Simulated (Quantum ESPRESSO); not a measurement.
A calculation with Quantum ESPRESSO 7.5 of TlRu (ASE script, structure from a P1 CIF):

File run.py:

```python
import numpy as np
from ase.calculators.espresso import Espresso, EspressoProfile
from ase.io import read

atoms = read('TlRu.cif')

input_data = {
    'control': {'calculation': 'scf', 'prefix': 'pwscf', 'outdir': './tmp', 'tprnfor': True, 'tstress': True, 'disk_io': 'nowf'},
    'system': {'ecutwfc': 60.0, 'ecutrho': 440.0, 'nbnd': 22, 'occupations': 'smearing', 'smearing': 'fd', 'degauss': 0.00367493},
    'electrons': {'conv_thr': 4e-10, 'electron_maxstep': 120, 'mixing_beta': 0.5},
}
pseudopotentials = {'Ru': 'Ru_ONCV_PBE-1.0.oncvpsp.upf', 'Tl': 'Tl_pbe_v1.2.uspp.F.UPF'}
profile = EspressoProfile(command='pw.x', pseudo_dir='pseudo')
dft = Espresso(profile=profile, input_data=input_data, pseudopotentials=pseudopotentials, kpts=(8, 8, 8), koffset=(0, 0, 0))
atoms.calc = dft

print(f'energy {atoms.get_potential_energy():.8f} eV')
print('forces (eV/A)')
print(np.round(atoms.get_forces(), 6))
print('stress (eV/A^3, Voigt)')
print(np.round(atoms.get_stress(), 8))
print(f'Fermi level {dft.get_fermi_level():.4f} eV')
```

Contents of TlRu.cif:

```cif
data_TlRu
_cell_length_a 4.24901439
_cell_length_b 4.24901439
_cell_length_c 4.24901439
_cell_angle_alpha 60.00000000
_cell_angle_beta 60.00000000
_cell_angle_gamma 60.00000000
_space_group_name_H-M_alt 'P1'
_space_group_name_Hall 'P 1'
_space_group_IT_number 1
loop_
_space_group_symop_operation_xyz
'x,y,z'
loop_
_atom_site_label
_atom_site_type_symbol
_atom_site_symmetry_multiplicity
_atom_site_Wyckoff_symbol
_atom_site_fract_x
_atom_site_fract_y
_atom_site_fract_z
_atom_site_occupancy
Tl1 Tl 1 a 0.0000000000 0.0000000000 0.0000000000 1
Ru1 Ru 1 a 0.7500000000 0.7500000000 0.7500000000 1
```

Potentials or basis: SSSP 1.3 efficiency PBE.

Launch:

```bash
$ OMP_NUM_THREADS=1 python run.py
```

The cell was built by a generator and needn't be a form met in nature.

Task: Write the same calculation in another form: native input, structure typed inline.

Result: As run:

Contents of pw.in:

```
&CONTROL
  calculation = 'scf'
  prefix = 'pwscf'
  outdir = './tmp'
  pseudo_dir = './pseudo'
  tprnfor = .true.
  tstress = .true.
  disk_io = 'nowf'
/
&SYSTEM
  ibrav = 0
  nat = 2
  ntyp = 2
  ecutwfc = 60
  ecutrho = 440
  nbnd = 22
  occupations = 'smearing'
  smearing = 'fd'
  degauss = 0.00367493
/
&ELECTRONS
  conv_thr = 4d-10
  electron_maxstep = 120
  mixing_beta = 0.5
/
ATOMIC_SPECIES
Tl   204.3800 Tl_pbe_v1.2.uspp.F.UPF
Ru   101.0700 Ru_ONCV_PBE-1.0.oncvpsp.upf
CELL_PARAMETERS angstrom
   0.0000000000    3.0045068900    3.0045068900
   3.0045068900    0.0000000000    3.0045068900
   3.0045068900    3.0045068900    0.0000000000
ATOMIC_POSITIONS crystal
Tl     0.0000000000    0.0000000000    0.0000000000
Ru     0.7500000000    0.7500000000    0.7500000000
K_POINTS automatic
8 8 8 0 0 0
```

Potentials or basis: SSSP 1.3 efficiency PBE.

Command:

```bash
$ OMP_NUM_THREADS=1 pw.x -in pw.in > pw.out
```

Both were run:

|  | ASE script, structure from a P1 CIF | native input, structure typed inline |
| --- | --- | --- |
| Pressure | 3.3 GPa | 3.3 GPa |
| Band gap on the k mesh | none (metal or under the smearing width) | none (metal or under the smearing width) |

Keys that steer only the numerical path or the files written may differ.
